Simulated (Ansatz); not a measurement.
## BaReO₃, space group Pm-3m: a band structure, step by step

Computed with the Ansatz DFT code, driven from Python.

Notebook, run cell by cell (the value of a cell's last expression is shown):

In [1]:
```python
import ansatz as az
import numpy as np
```

In [2]:
```python
lattice = az.Lattice.of(
    (4.064732, 0.0, 0.0),
    (0.0, 4.064732, 0.0),
    (0.0, 0.0, 4.064732),
)
sites = [
    ("Ba", (0.0, 0.0, 0.0)),
    ("Re", (0.5, 0.5, 0.5)),
    ("O", (0.5, 0.5, 0.0)),
    ("O", (0.5, 0.0, 0.5)),
    ("O", (0.0, 0.5, 0.5)),
]
xtal = az.Crystal(lattice=lattice)
for symbol, position in sites:
    xtal = xtal.atom(symbol, position)

[site.symbol for site in xtal.resolved().sites]
```
Out [2]:
```text
['Ba', 'Re', 'O', 'O', 'O']
```

In [3]:
```python
path = [
    ("G", (0.0, 0.0, 0.0)),
    ("X", (0.0, 0.5, 0.0)),
    ("M", (0.5, 0.5, 0.0)),
    ("G", (0.0, 0.0, 0.0)),
    ("R", (0.5, 0.5, 0.5)),
    ("X", (0.0, 0.5, 0.0)),
]
calculation = (
    xtal.calculation()
    .initial_density(normalization="cell")
    .pseudopotentials("nc")
    .scf(self_checks="high")
    .functional(az.Functional.PBESOL)
    .occupations("Marzari-Vanderbilt", width=50 * az.meV)
    .kpoints(6, shift=0.5)
    .band_structure([point for _, point in path], intervals=4)
    .scf(extra_bands=6)
)
done = calculation.run()
r = done.report
```
```text
DeckWarning: basis.ecutwfc = 1142.878222 eV, auto-derived from the records' recommended cutoffs: set by O (normal level)
```

In [4]:
```python
r["n_kpoints"], r["n_symmetry_ops"], r["n_pw"]
```
Out [4]:
```text
(10, 48, 5887)
```

In [5]:
```python
{key: value for key, value in r.items() if isinstance(value, (int, float)) and "ev" in key}
```
Out [5]:
```text
{'gap_by_band_count_ev': -3.062760572327015,
 'fermi_energy_ev': 14.479658542545444,
 'harris_foulkes_ev': -4473.056151495048,
 'free_energy_ev': -4473.056151495079,
 'internal_energy_ev': -4473.049476779868,
 'lagrangian_ev': -4473.056151495079,
 'energy_sigma0_ev': -4473.053926590009,
 'lagrangian_sigma0_ev': -4473.053926590009,
 'lagrangian_above_aufbau_ev': -0.003376931973021827,
 'entropy_ts_ev': 0.006674715210568175,
 'loop_fermi_energy_ev': 14.479658542545444,
 'occupations_fermi_energy_ev': 14.479658542570899}
```

In [6]:
```python
r["free_energy_ev"]
```
Out [6]:
```text
-4473.056151495079
```

In [7]:
```python
print("%-22s %14.5f eV" % ("F = E - TS", r["free_energy_ev"]))
print("%-22s %14.5f eV" % ("E", r["internal_energy_ev"]))
print("%-22s %14.5f eV" % ("Harris-Foulkes", r["harris_foulkes_ev"]))
print("%-22s %14.5f eV" % ("Fermi level", r["fermi_energy_ev"]))
```
```text
F = E - TS                -4473.05615 eV
E                         -4473.04948 eV
Harris-Foulkes            -4473.05615 eV
Fermi level                  14.47966 eV
```

In [8]:
```python
bands = done.band_structure()
fermi = bands.fermi_energy_ev
print(f"zero of the bands: {fermi:.3f} eV, the Fermi level found on the SCF mesh")
for spin, channel in enumerate(bands.channels):
    print("channel", spin, "- computed levels within 6 eV of the Fermi level")
    for i, (label, _) in enumerate(path):
        levels = channel.eigenvalues_ev[i * 4] - fermi
        print(f"  {label:3s}", " ".join(f"{e:7.3f}" for e in levels if abs(e) < 6))
```
```text
zero of the bands: 14.480 eV, the Fermi level found on the SCF mesh
channel 0 - computed levels within 6 eV of the Fermi level
  G    -5.870  -5.870  -5.870  -4.522  -4.522  -4.522  -3.786  -3.786  -3.786  -2.558  -2.558  -2.558   0.945   0.945   1.841   1.841   2.980
  X    -5.721  -5.721  -5.343  -5.203  -4.345  -4.345  -2.411   0.120   0.120   0.956   2.988   3.731   4.173   4.844
  M    -5.450  -4.314  -4.314  -3.488   0.156   0.156   0.909   1.760   4.472   4.890
  G    -5.870  -5.870  -5.870  -4.522  -4.522  -4.522  -3.786  -3.786  -3.786  -2.558  -2.558  -2.558   0.945   0.945   1.841   1.841   2.980
  R    -3.442  -3.442  -3.442   1.223   1.223   1.223   3.218   3.218   3.218
  X    -5.721  -5.721  -5.343  -5.203  -4.345  -4.345  -2.411   0.120   0.120   0.956   2.988   3.731   4.173   4.844
```

The settings weren't tested for convergence. The cell holds an odd number of electrons and is run without spin, so a magnetic state may lie lower. The computed bands are complete only to about 3.4 eV above the Fermi level. The mesh is modest for a metal, so energies can be off by several to tens of meV an atom and pressures by half a GPa or more; differences at equal mesh fare better. An absolute Fermi energy rests on an arbitrary zero of the periodic potential and has no direct meaning. A gap by band count of zero or less means overlapping bands, a metal, and at an odd count of electrons it is no gap at all. The structure comes from a database of computed cells and needn't be a stable or known phase. Levels are Kohn-Sham eigenvalues on this mesh, without spin-orbit coupling. Warnings are shown shortened and without file and line. Finished in 6.7 s on 1 thread of Intel(R) Xeon(R) Platinum 8488C (Sapphire Rapids), on a shared host, peak memory 0.45 GiB.

(Lines on the test bed's own set-up are left out of the output.)
